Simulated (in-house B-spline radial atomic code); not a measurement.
# Gd⁵⁺: ionisation energy by several methods

An exercise on one series of results from a longer session: the logs are not shown, and one member is left open.

Program: in-house B-spline radial atomic code version 1. Level of theory: non-relativistic, several functionals, spin-polarised; spherical all-electron atom at the radial basis limit. These are calculated values, not measurements, unless marked.

## The system

- element: gadolinium (Z = 64)
- charge: +5
- electrons: 59
- configuration: [Kr] 4d10 4f6 5s2 5p5
- nucleus: point

Outer shells as boxes (Hund's rule):

[Kr] 4d10 4f6 5s2 5p5
```
[Kr] core
4d [↑↓][↑↓][↑↓][↑↓][↑↓]
4f [↑ ][↑ ][↑ ][↑ ][↑ ][↑ ][  ]
5s [↑↓]
5p [↑↓][↑↓][↑ ]
```

Where spins are not typed, each open shell is filled with up spins first.

The first run:

Settings, as recorded:

```ini
Z = 64
electrons = 59.0
configuration = [Kr] 4d10 4f6 5s2 5p5
hamiltonian = nr
method = lda,
spin_polarised = True
```

Among the steps run: exchange-only LDA; AM05; PBEsol; TPSS; SCAN.

One of the session's tables, all rows but one given; the rest of the session is left out.

```
           method  ΔSCF (eV)
exchange-only LDA     83.965
             AM05     85.680
           PBEsol     85.644
             TPSS          ?
             SCAN     85.721
```

Estimate the missing values for TPSS.

**Answer.** ΔSCF (eV): 85.596. In the column «ΔSCF (eV)» it lies between exchange-only LDA (83.965) and PBEsol (85.644).

Caveats from the session: These runs leave out relativity, which matters at this nuclear charge.
